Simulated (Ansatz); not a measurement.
# Ge2Sb2Te5: the cost of one run

Computed with Ansatz 0.2.0 (DFT PBE, scalar-relativistic, plane waves, PAW, unless a step's input says otherwise).

### Step 1. The starting structure

It takes space group R-3m (No. 166, trigonal). The conventional cell has a = 4.250 Å, b = 4.250 Å, c = 52.050 Å, α = 90.00°, β = 90.00°, γ = 120.00°. Around Te (site symmetry -3m) lie 6 Ge at 3.01 Å. Around Ge (site symmetry 3m) lie 6 Te at 3.01 Å. Around Te (site symmetry 3m) lie 3 Sb at 3.01 Å and 3 Ge at 3.01 Å. Sb (site symmetry 3m) is surrounded by 6 Te at 3.01 Å. Te (site symmetry 3m) is surrounded by 3 Sb at 3.01 Å.

Structure file:

```xyz
9
Lattice="4.2500 0.0000 0.0000 -2.1250 3.6806 0.0000 2.1250 -1.2269 17.3500" Properties=species:S:1:pos:R:3 pbc="T T T"
Te    0.0000    0.0000    0.0000
Ge    0.0000    2.4537    1.7350
Te    2.1250    1.2269    3.4700
Sb    4.2500    0.0000    5.2050
Te    0.0000    2.4537    6.9400
Te    4.2500    0.0000   10.4100
Sb    0.0000    2.4537   12.1450
Te    2.1250    1.2269   13.8800
Ge    4.2500    0.0000   15.6150
```

### Step 2. Relaxing cell and atoms: Ge2Sb2Te5, no spin

Input file input.yaml:

```yaml
crystal:
  lattice:
    - [4.25, 0.0, 0.0]
    - [-2.125, 3.6806079661, 0.0]
    - [2.125, -1.226869322, 17.35]
  atoms:
    - { symbol: Te, position: [0.0, 0.0, 0.0] }
    - { symbol: Ge, position: [0.3, 0.7, 0.1] }
    - { symbol: Te, position: [0.6, 0.4, 0.2] }
    - { symbol: Sb, position: [0.9, 0.1, 0.3] }
    - { symbol: Te, position: [0.2, 0.8, 0.4] }
    - { symbol: Te, position: [0.8, 0.2, 0.6] }
    - { symbol: Sb, position: [0.1, 0.9, 0.7] }
    - { symbol: Te, position: [0.4, 0.6, 0.8] }
    - { symbol: Ge, position: [0.7, 0.3, 0.9] }
scf:
  occupations: { method: gaussian, width: 0.03 }
output:
  forces: true
  stress: true
  eigenvalues: true
hamiltonian:
  xc: pbe
kpoints:
  mp_grid: { grid: [10, 10, 2] }
relax:
  f_tol: 0.005
  max_steps: 80
  cell: { stress_tol: 0.05 }
```

Run with:

```console
ansatz run input.yaml --threads 4 --pin off --max-ram 8192MiB --backend cpu --events-out ev --progress --plain --runs-dir out
```

What time and memory should one allow on 4 threads of AMD EPYC 7R43 (Zen 3), shared host?

About 2.4 min, with a peak of 1.6 GiB.
